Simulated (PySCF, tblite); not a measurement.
# C5H8GeN2: dynamics, then NMR shifts on frames, part 2 of 2

tblite 0.8.0 and PySCF 2.14.0. Atoms count from 0.

## Step 5: Shielding tensors: 625 fs, PBE0/pcSseg-1

Job settings and geometry (Å):

```
{"job": {"kind": "nmr", "xc": "PBE0", "basis": "pcSseg-1", "pop": false}, "charge": 0, "multiplicity": 1}
C      1.155300     1.842900     0.779200
C      0.132200     1.333400     0.378600
C     -1.181300     0.854800    -0.020800
N     -1.090800    -0.626600     0.044200
C     -2.320500    -1.285300     0.450400
Ge     0.431800    -1.419500    -0.513100
C      1.741200    -1.280700     0.819400
N      2.515100    -1.108900     1.656500
H      2.134400     2.199400     0.888800
H     -1.536000     1.302900    -0.927600
H     -1.877000     1.163700     0.772600
H     -1.972200    -2.284600     0.640500
H     -2.705200    -0.857700     1.341600
H     -3.100500    -1.278400    -0.317800
H      0.934100    -0.727100    -1.695600
H      0.120600    -2.912700    -0.521900
```

Level: GIAO PBE0/pcSseg-1 NMR shielding, non-relativistic, gas phase.

Log:

```text
coarse grid: 63336 points
cycle   1  E = -2380.7439951771  dE =  3.703e-01  |g| = 9.892e-01  |ddm| = 3.961e+00
cycle   2  E = -2380.6031466000  dE =  1.408e-01  |g| = 1.256e+00  |ddm| = 1.363e+00
cycle   3  E = -2380.8089296966  dE = -2.058e-01  |g| = 4.316e-01  |ddm| = 9.260e-01
cycle   4  E = -2380.8478674818  dE = -3.894e-02  |g| = 9.193e-02  |ddm| = 2.834e-01
cycle   5  E = -2380.8490972326  dE = -1.230e-03  |g| = 3.460e-02  |ddm| = 7.273e-02
cycle   6  E = -2380.8493509333  dE = -2.537e-04  |g| = 8.123e-03  |ddm| = 3.424e-02
cycle   7  E = -2380.8493612972  dE = -1.036e-05  |g| = 4.437e-03  |ddm| = 8.795e-03
cycle   8  E = -2380.8493658211  dE = -4.524e-06  |g| = 1.001e-03  |ddm| = 3.482e-03
final grid: 134040 points
cycle   9  E = -2380.8494332738  dE =  4.106e-07  |g| = 1.727e-03  |ddm| = 3.474e-03
cycle  10  E = -2380.8494308490  dE =  2.425e-06  |g| = 3.587e-03  |ddm| = 3.519e-03
cycle  11  E = -2380.8494339510  dE = -3.102e-06  |g| = 3.726e-04  |ddm| = 2.415e-03
cycle  12  E = -2380.8494339808  dE = -2.978e-08  |g| = 6.861e-05  |ddm| = 3.535e-04
cycle  13  E = -2380.8494339817  dE = -9.204e-10  |g| = 2.011e-05  |ddm| = 5.446e-05
converged SCF energy = -2380.8494339817

GIAO shielding tensors (ppm)
atom      isotropic    diamagn.    paramagn.     s11        s22        s33       span
  0 C       92.684     264.250    -171.566     17.425     35.860    224.766    207.341
  1 C       98.491     268.186    -169.694     -1.861      8.296    289.039    290.900
  2 C      139.668     245.034    -105.367    114.388    126.870    177.745     63.358
  3 N      248.556     333.893     -85.337    188.349    258.659    298.659    110.310
  4 C      144.327     242.630     -98.303    114.314    131.680    186.988     72.674
  5 Ge    1462.102    2756.908   -1294.806   1353.204   1393.864   1639.239    286.036
  6 C       57.339     265.954    -208.615    -66.673    -53.729    292.420    359.093
  7 N      -99.590     339.346    -438.935   -290.274   -285.693    277.197    567.471
  8 H       29.085      35.297      -6.212     24.065     25.435     37.754     13.690
  9 H       28.371      28.638      -0.267     23.985     26.639     34.491     10.506
 10 H       28.069      29.613      -1.544     23.618     27.432     33.156      9.538
 11 H       28.950      29.406      -0.456     22.906     27.556     36.388     13.482
 12 H       29.810      29.856      -0.047     24.878     27.954     36.598     11.720
 13 H       28.844      27.493       1.351     23.613     26.125     36.793     13.181
 14 H       26.941      29.796      -2.854     20.588     21.551     38.685     18.097
 15 H       26.841      27.978      -1.136     20.555     22.470     37.498     16.942
```

Run time: 24 s. Hardware: 1 thread of Arm Neoverse V2, shared host; peak memory 0.97 GiB.

In short: δ C6 129.6, C0 94.2, C1 88.4, C2 47.3, H15 4.88, H14 4.78 ppm.

## Step 6: NMR shieldings: 800 fs, PBE0/pcSseg-1

Job settings and geometry (Å):

```
{"job": {"kind": "nmr", "xc": "PBE0", "basis": "pcSseg-1", "pop": false}, "charge": 0, "multiplicity": 1}
C      1.421800     1.764500     0.577600
C      0.277400     1.418900     0.710800
C     -1.015400     0.857200     0.721700
N     -1.061700    -0.517600     0.275600
C     -2.307000    -1.172500     0.428400
Ge     0.515700    -1.378200    -0.149100
C      1.984800    -1.330800     1.114300
N      2.582200    -1.257600     2.111800
H      2.359600     2.209900     0.579300
H     -1.821700     1.368500     0.174300
H     -1.392700     0.880900     1.767600
H     -2.031100    -2.216600     0.230300
H     -2.856500    -1.080600     1.386700
H     -3.009000    -0.818200    -0.321600
H      0.990200    -0.579900    -1.332000
H      0.039000    -2.749100    -0.358100
```

Level: GIAO PBE0/pcSseg-1 NMR shielding, non-relativistic, gas phase.

Log:

```text
coarse grid: 63336 points
cycle   1  E = -2380.7392705535  dE =  3.910e-01  |g| = 9.916e-01  |ddm| = 3.968e+00
cycle   2  E = -2380.5736858993  dE =  1.656e-01  |g| = 1.300e+00  |ddm| = 1.411e+00
cycle   3  E = -2380.8012803283  dE = -2.276e-01  |g| = 4.540e-01  |ddm| = 9.891e-01
cycle   4  E = -2380.8444818152  dE = -4.320e-02  |g| = 9.286e-02  |ddm| = 2.859e-01
cycle   5  E = -2380.8456986705  dE = -1.217e-03  |g| = 3.614e-02  |ddm| = 7.543e-02
cycle   6  E = -2380.8459779609  dE = -2.793e-04  |g| = 6.034e-03  |ddm| = 3.574e-02
cycle   7  E = -2380.8459837962  dE = -5.835e-06  |g| = 2.054e-03  |ddm| = 7.496e-03
final grid: 134040 points
cycle   8  E = -2380.8459956904  dE =  1.494e-06  |g| = 3.267e-03  |ddm| = 6.043e-03
cycle   9  E = -2380.8459872481  dE =  8.442e-06  |g| = 6.699e-03  |ddm| = 7.909e-03
cycle  10  E = -2380.8459981578  dE = -1.091e-05  |g| = 7.143e-04  |ddm| = 5.099e-03
cycle  11  E = -2380.8459982819  dE = -1.241e-07  |g| = 8.309e-05  |ddm| = 7.678e-04
cycle  12  E = -2380.8459982832  dE = -1.356e-09  |g| = 1.356e-05  |ddm| = 7.163e-05
cycle  13  E = -2380.8459982833  dE = -4.229e-11  |g| = 4.262e-06  |ddm| = 1.503e-05
converged SCF energy = -2380.8459982833

GIAO shielding tensors (ppm)
atom      isotropic    diamagn.    paramagn.     s11        s22        s33       span
  0 C       96.326     259.482    -163.155     21.418     38.737    228.823    207.405
  1 C       98.221     263.413    -165.192     -2.505     10.864    286.305    288.810
  2 C      143.575     248.935    -105.360    120.754    131.778    178.194     57.440
  3 N      236.413     337.218    -100.805    176.920    258.128    274.193     97.273
  4 C      146.158     242.793     -96.635    116.052    136.819    185.602     69.550
  5 Ge    1438.506    2757.940   -1319.433   1345.130   1376.265   1594.124    248.994
  6 C       55.708     265.199    -209.491    -69.403    -54.017    290.544    359.946
  7 N     -119.979     337.861    -457.840   -326.805   -299.916    266.784    593.589
  8 H       29.756      34.386      -4.630     24.637     25.762     38.869     14.232
  9 H       27.879      29.507      -1.628     23.116     26.154     34.368     11.252
 10 H       27.854      28.567      -0.713     23.535     26.588     33.438      9.903
 11 H       28.206      29.207      -1.001     21.637     27.618     35.364     13.726
 12 H       28.994      27.801       1.193     24.441     26.484     36.058     11.617
 13 H       29.099      28.952       0.148     23.119     27.165     37.013     13.893
 14 H       26.058      30.268      -4.210     20.027     21.442     36.706     16.679
 15 H       27.555      30.124      -2.569     20.867     23.049     38.748     17.881
```

Run time: 24 s. Hardware: 1 thread of Arm Neoverse V2, shared host; peak memory 0.97 GiB.

Key values: δ C6 131.2, C0 90.6, C1 88.7, C2 43.3, H14 5.66, H15 4.16 ppm.

## Step 7: Nuclear shieldings: 1000 fs, PBE0/pcSseg-1

Job settings and geometry (Å):

```
{"job": {"kind": "nmr", "xc": "PBE0", "basis": "pcSseg-1", "pop": false}, "charge": 0, "multiplicity": 1}
C      1.423800     2.125700     0.506800
C      0.377800     1.541700     0.676800
C     -0.964400     0.988200     0.716600
N     -0.934500    -0.403800     0.353000
C     -2.187200    -1.101300     0.413700
Ge     0.530500    -1.294600    -0.190000
C      1.867800    -0.944600     1.189100
N      2.587000    -0.627300     2.033900
H      2.416100     2.523100     0.664500
H     -1.625700     1.489500    -0.060000
H     -1.410900     1.149300     1.727800
H     -2.178600    -2.076900    -0.113200
H     -2.550300    -1.245600     1.493400
H     -2.995600    -0.491600    -0.047600
H      1.200300    -0.872900    -1.537700
H     -0.011400    -2.708700    -0.265700
```

With the program's defaults for keys left out, this is: GIAO PBE0/pcSseg-1 NMR shielding, non-relativistic, gas phase.

Log:

```text
coarse grid: 63336 points
cycle   1  E = -2380.7467732401  dE =  2.414e-01  |g| = 9.933e-01  |ddm| = 3.902e+00
cycle   2  E = -2380.5859212006  dE =  1.609e-01  |g| = 1.292e+00  |ddm| = 1.452e+00
cycle   3  E = -2380.8123305452  dE = -2.264e-01  |g| = 4.425e-01  |ddm| = 9.835e-01
cycle   4  E = -2380.8531576854  dE = -4.083e-02  |g| = 8.991e-02  |ddm| = 2.845e-01
cycle   5  E = -2380.8542834127  dE = -1.126e-03  |g| = 3.479e-02  |ddm| = 7.452e-02
cycle   6  E = -2380.8545404283  dE = -2.570e-04  |g| = 8.176e-03  |ddm| = 3.592e-02
cycle   7  E = -2380.8545501029  dE = -9.675e-06  |g| = 4.915e-03  |ddm| = 9.021e-03
cycle   8  E = -2380.8545557926  dE = -5.690e-06  |g| = 8.897e-04  |ddm| = 3.699e-03
final grid: 134040 points
cycle   9  E = -2380.8545682047  dE =  2.799e-07  |g| = 1.484e-03  |ddm| = 3.106e-03
cycle  10  E = -2380.8545665234  dE =  1.681e-06  |g| = 3.017e-03  |ddm| = 3.111e-03
cycle  11  E = -2380.8545686878  dE = -2.164e-06  |g| = 3.890e-04  |ddm| = 2.060e-03
cycle  12  E = -2380.8545687210  dE = -3.320e-08  |g| = 6.662e-05  |ddm| = 3.616e-04
cycle  13  E = -2380.8545687219  dE = -9.104e-10  |g| = 1.595e-05  |ddm| = 5.899e-05
converged SCF energy = -2380.8545687219

GIAO shielding tensors (ppm)
atom      isotropic    diamagn.    paramagn.     s11        s22        s33       span
  0 C       92.044     264.416    -172.372     13.410     34.960    227.762    214.351
  1 C       95.234     266.265    -171.031     -0.126      1.141    284.686    284.812
  2 C      138.793     246.758    -107.965    121.639    126.167    168.573     46.935
  3 N      249.774     336.394     -86.620    190.060    273.096    286.166     96.106
  4 C      140.399     240.739    -100.340    118.546    119.551    183.100     64.554
  5 Ge    1444.608    2757.080   -1312.472   1312.136   1414.450   1607.237    295.101
  6 C       58.499     265.550    -207.051    -63.973    -50.010    289.479    353.452
  7 N     -100.146     338.645    -438.791   -295.233   -275.919    270.715    565.949
  8 H       28.284      32.417      -4.133     23.434     24.475     36.944     13.510
  9 H       26.767      28.594      -1.827     22.101     25.058     33.142     11.041
 10 H       27.434      27.310       0.123     23.016     26.218     33.067     10.051
 11 H       28.207      28.373      -0.166     22.794     26.813     35.014     12.220
 12 H       27.726      26.400       1.325     22.558     25.165     35.454     12.896
 13 H       28.889      27.817       1.072     24.714     25.966     35.988     11.274
 14 H       25.509      28.572      -3.062     20.089     20.182     36.257     16.168
 15 H       26.829      29.314      -2.486     20.302     22.853     37.331     17.029
```

Wall time 24 s (1 thread of Arm Neoverse V2, shared host); peak memory 0.97 GiB.

In short: δ C6 128.4, C0 94.9, C1 91.7, C2 48.1, H14 6.21, H9 4.95 ppm.

## Step 8: Side by side: NMR shifts

Shifts (ppm) of some atoms, chosen among heavy atoms and hydrogens apart, with basis size and wall time:

```
  frame     C6    C1   H14   H12     N7    N3   Ge5  functions  time
 250 fs  125.2  84.4  4.90  3.52  348.4   1.1  -147        200  24 s
 425 fs  128.7  89.0  4.07  3.15  363.4   9.0  -123        200  24 s
 625 fs  129.6  88.4  4.78  1.91  367.3  19.2  -131        200  24 s
 800 fs  131.2  88.7  5.66  2.72  387.7  31.3  -108        200  24 s
1000 fs  128.4  91.7  6.21  3.99  367.9  18.0  -114        200  24 s
```

## Step 9: Outcome

What follows sums up all 2 parts.

```
                                         quantity                                               value
                                       thermostat                                               200 K
                    mean temperature, second half                                               199 K
          mean potential energy above the minimum                                             0.37 eV
   ¹³C shifts against TMS (PBE0/pcSseg-1, 250 fs)                   125.2, 93.2, 84.4, 45.8, 42.6 ppm
    ¹H shifts against TMS (PBE0/pcSseg-1, 250 fs)  5.39, 4.90, 3.96, 3.75, 3.52, 3.49, 3.10, 1.42 ppm
   ¹⁵N shifts against NH3 (PBE0/pcSseg-1, 250 fs)                                      348.4, 1.1 ppm
⁷³Ge shifts against GeMe4 (PBE0/pcSseg-1, 250 fs)                                            -147 ppm
                        range of the shift of Ge5                                    -147 to -108 ppm
```

**Reading.** In the second half the potential energy averages 0.37 eV above the minimum; equipartition over 42 harmonic modes at 200 K would give 0.36 eV. With 16 atoms the temperature swings widely (80 to 256 K). Shifts at one fixed geometry are not the observed spectrum, which averages over the motion. In the first frame run (250 fs): The largest span, 542 ppm, is at N7, where the paramagnetic term is -421 ppm. In ppm, Ge5 moves most: its shift spreads over 40 ppm, from -147 (250 fs) to -108 (800 fs). Spin-orbit coupling is left out, which matters for shieldings and couplings at and beside the heavy atoms.
